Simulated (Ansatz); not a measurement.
# C2H6Cl2OZr: a ladder of functionals and wavefunction methods

The task here is to estimate one member of a computed series from the others.

Method: functionals in def2-TZVPP, the program's frozen cores in correlated methods; program: Ansatz 0.2.0, Gaussian basis.

Levels to be run: LDA (SPW92), PBE-D4, revPBE-D4, BLYP-D4, r2SCAN-D4, B97M-V, PBE0-D4, B3LYP-D4, r2SCANh-D4, r2SCAN0-D4, HSE06-D4, BHLYP-D4, CAM-B3LYP-D4, LC-ωPBE, ωB97X-V, ωB97M-V, B2PLYP, PBE-QIDH; CCSD(T)/def2-SVP; CCSD(T)/def2-TZVPP; MP2/def2-QZVPP; extrapolation to the limit; RPA on PBE.

### The relaxed structure

The geometry comes from an earlier relaxation with PBE0-D4 in a triple-zeta def2 set; it is a stationary point, not always the lowest conformer. Zr takes the def2 core potential; no spin-orbit term is included.

12 atoms, charge 0, spin multiplicity 1.

Atoms are counted from 1 here; the program's logs count them from 0.

Bond lengths: C1–O2 1.395 Å, C1–H7 1.093 Å, C1–H8 1.093 Å, C1–H9 1.093 Å, O2–Zr3 1.879 Å, Zr3–C4 2.198 Å, Zr3–Cl5 2.356 Å, Zr3–Cl6 2.356 Å, C4–H10 1.096 Å, C4–H11 1.096 Å, C4–H12 1.096 Å. Angles: O2–C1–H7 109.8°, O2–C1–H8 110.1°, O2–C1–H9 110.1°, H7–C1–H8 108.9°, H7–C1–H9 108.9°, H8–C1–H9 109.0°, C1–O2–Zr3 174.7°, O2–Zr3–C4 104.0°, O2–Zr3–Cl5 111.6°, O2–Zr3–Cl6 111.5°, C4–Zr3–Cl5 106.9°, C4–Zr3–Cl6 106.9°, Cl5–Zr3–Cl6 115.1°, Zr3–C4–H10 111.1°, Zr3–C4–H11 110.2°, Zr3–C4–H12 111.1°, H10–C4–H11 108.1°, H10–C4–H12 108.1° and more.

The first run:

File in.yaml:

```yaml
crystal:
  periodic: [false, false, false]
  atoms:
    - {symbol: C, position_ang: [-2.189195, 0.865497, -0.407330]}
    - {symbol: O, position_ang: [-0.850506, 0.644621, -0.081609]}
    - {symbol: Zr, position_ang: [0.959694, 0.512416, 0.404666]}
    - {symbol: C, position_ang: [1.462614, -1.591851, 0.014609]}
    - {symbol: Cl, position_ang: [2.330855, 1.817381, -0.998534]}
    - {symbol: Cl, position_ang: [1.263519, 0.872233, 2.713292]}
    - {symbol: H, position_ang: [-2.565721, 0.035459, -1.011026]}
    - {symbol: H, position_ang: [-2.289542, 1.792402, -0.978488]}
    - {symbol: H, position_ang: [-2.789296, 0.942204, 0.503387]}
    - {symbol: H, position_ang: [1.310965, -1.845016, -1.040526]}
    - {symbol: H, position_ang: [2.513520, -1.781326, 0.263015]}
    - {symbol: H, position_ang: [0.843093, -2.264030, 0.618544]}
basis:
  gaussian: {orbitals: def2-TZVPP}
hamiltonian: {xc: lda}
output: {orbitals: {seedname: orbitals}}
```

Launch:

```sh
ansatz run in.yaml --threads 2 --pin off --events-out ev --progress --plain --max-ram 31744MiB --backend cpu
```

Steps of the session up to this table: LDA; PBE-D4 (GGA); revPBE-D4 (GGA); BLYP-D4 (GGA); r2SCAN-D4 (meta-GGA); B97M-V (meta-GGA); B3LYP-D4 (hybrid); r2SCANh-D4 (hybrid); r2SCAN0-D4 (hybrid); HSE06-D4 (hybrid); BHLYP-D4 (hybrid); CAM-B3LYP-D4 (range-separated); LC-ωPBE (range-separated); ωB97X-V (range-separated); ωB97M-V (range-separated); B2PLYP (double hybrid); PBE-QIDH (double hybrid).

One table of the session follows, with a row left open; its other results are not shown here.

It belongs to the step «Frontier levels by functional». 

| functional | HOMO (eV) | LUMO (eV) | gap (eV) |
| --- | --- | --- | --- |
| LDA (SPW92) | -6.77 | -2.54 | 4.23 |
| PBE-D4 | -6.63 | -2.32 | 4.31 |
| revPBE-D4 | -6.58 | -2.23 | 4.35 |
| BLYP-D4 | -6.49 | -2.18 | 4.30 |
| r2SCAN-D4 | -6.94 | -2.14 | 4.80 |
| B97M-V | ? | ? | ? |
| PBE0-D4 | -7.99 | -1.46 | 6.53 |
| B3LYP-D4 | -7.74 | -1.67 | 6.07 |
| r2SCANh-D4 | -7.44 | -1.82 | 5.61 |
| r2SCAN0-D4 | -8.19 | -1.34 | 6.85 |
| HSE06-D4 | -7.58 | -1.84 | 5.75 |
| BHLYP-D4 | -9.22 | -0.43 | 8.80 |
| CAM-B3LYP-D4 | -9.38 | -0.33 | 9.05 |
| LC-ωPBE | -10.81 | 0.83 | 11.64 |
| ωB97X-V | -10.43 | 0.73 | 11.17 |
| ωB97M-V | -10.29 | 0.65 | 10.93 |

**Question.** Estimate the row for B97M-V.

As computed: HOMO (eV): -7.02; LUMO (eV): -2.10; gap (eV): 4.93. In the column «HOMO (eV)» it lies between r2SCANh-D4 (-7.44) and r2SCAN-D4 (-6.94).
